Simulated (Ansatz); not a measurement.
# CH5Cl2NSi: basis-set convergence

An exercise on one series of results from a longer session: the logs are not shown, and one member is left open.

The runs use Ansatz 0.2.0, Gaussian basis; one geometry, several basis sets.

Plan: PBE0-D4/def2-SVP; ωB97M-V/def2-SVP; PBE0-D4/def2-QZVPP; ωB97M-V/def2-QZVPP; the functionals' def2-TZVPP values are taken from earlier runs.

## The geometry

An earlier PBE0-D4 in a triple-zeta def2 set relaxation fixed the geometry.

SMILES `C[Si](N)(Cl)Cl`, 10 atoms, charge 0, spin multiplicity 1.

Atoms are counted from 1 here; the program's logs count them from 0.

Bond lengths: C1–Si2 1.845 Å, C1–H6 1.093 Å, C1–H7 1.092 Å, C1–H8 1.091 Å, Si2–N3 1.698 Å, Si2–Cl4 2.049 Å, Si2–Cl5 2.066 Å, N3–H9 1.008 Å, N3–H10 1.008 Å. Angles: Si2–C1–H6 110.3°, Si2–C1–H7 110.1°, Si2–C1–H8 110.4°, H6–C1–H7 108.8°, H6–C1–H8 108.1°, H7–C1–H8 109.1°, C1–Si2–N3 111.6°, C1–Si2–Cl4 111.5°, C1–Si2–Cl5 107.5°, N3–Si2–Cl4 106.1°, N3–Si2–Cl5 113.6°, Cl4–Si2–Cl5 106.3°, Si2–N3–H9 119.6°, Si2–N3–H10 119.7°, H9–N3–H10 111.3°.

The first run:

The input, in.yaml:

```yaml
crystal:
  periodic: [false, false, false]
  atoms:
    - {symbol: C, position_ang: [-1.356088, -0.419103, 0.098719]}
    - {symbol: Si, position_ang: [0.261260, 0.300193, -0.421395]}
    - {symbol: N, position_ang: [1.517726, -0.165962, 0.620876]}
    - {symbol: Cl, position_ang: [0.804001, -0.341299, -2.290607]}
    - {symbol: Cl, position_ang: [0.016594, 2.347106, -0.559740]}
    - {symbol: H, position_ang: [-1.613951, -0.081524, 1.105953]}
    - {symbol: H, position_ang: [-1.300766, -1.509349, 0.096545]}
    - {symbol: H, position_ang: [-2.150205, -0.100910, -0.578587]}
    - {symbol: H, position_ang: [2.474746, -0.074274, 0.318920]}
    - {symbol: H, position_ang: [1.429782, -0.005976, 1.612317]}
basis:
  gaussian: {orbitals: def2-SVP}
hamiltonian: {xc: pbe0, dispersion: d4}
output: {orbitals: {seedname: orbitals}}
```

On the command line:

```bash
> ansatz run in.yaml --threads 4 --pin off --events-out ev --progress --plain --max-ram 10444MiB
```

Among the steps run: PBE0-D4 in def2-SVP; ωB97M-V in def2-SVP; PBE0-D4 in def2-QZVPP; ωB97M-V in def2-QZVPP.

One of the session's tables, all rows but one given; the rest of the session is left out.

It belongs to the step «Functionals by basis». 

| functional | basis | HOMO (eV) | LUMO (eV) |
| --- | --- | --- | --- |
| PBE0-D4 | def2-SVP | -7.83 | 1.33 |
| PBE0-D4 | def2-TZVPP | ? | ? |
| PBE0-D4 | def2-QZVPP | -8.07 | 0.25 |
| ωB97M-V | def2-SVP | -10.15 | 2.96 |
| ωB97M-V | def2-TZVPP | -10.38 | 2.08 |
| ωB97M-V | def2-QZVPP | -10.43 | 1.42 |

**Question.** Estimate the row for PBE0-D4, def2-TZVPP.

As computed: HOMO (eV): -8.03; LUMO (eV): 0.67. In the column «HOMO (eV)» it lies between PBE0-D4, def2-QZVPP (-8.07) and PBE0-D4, def2-SVP (-7.83).
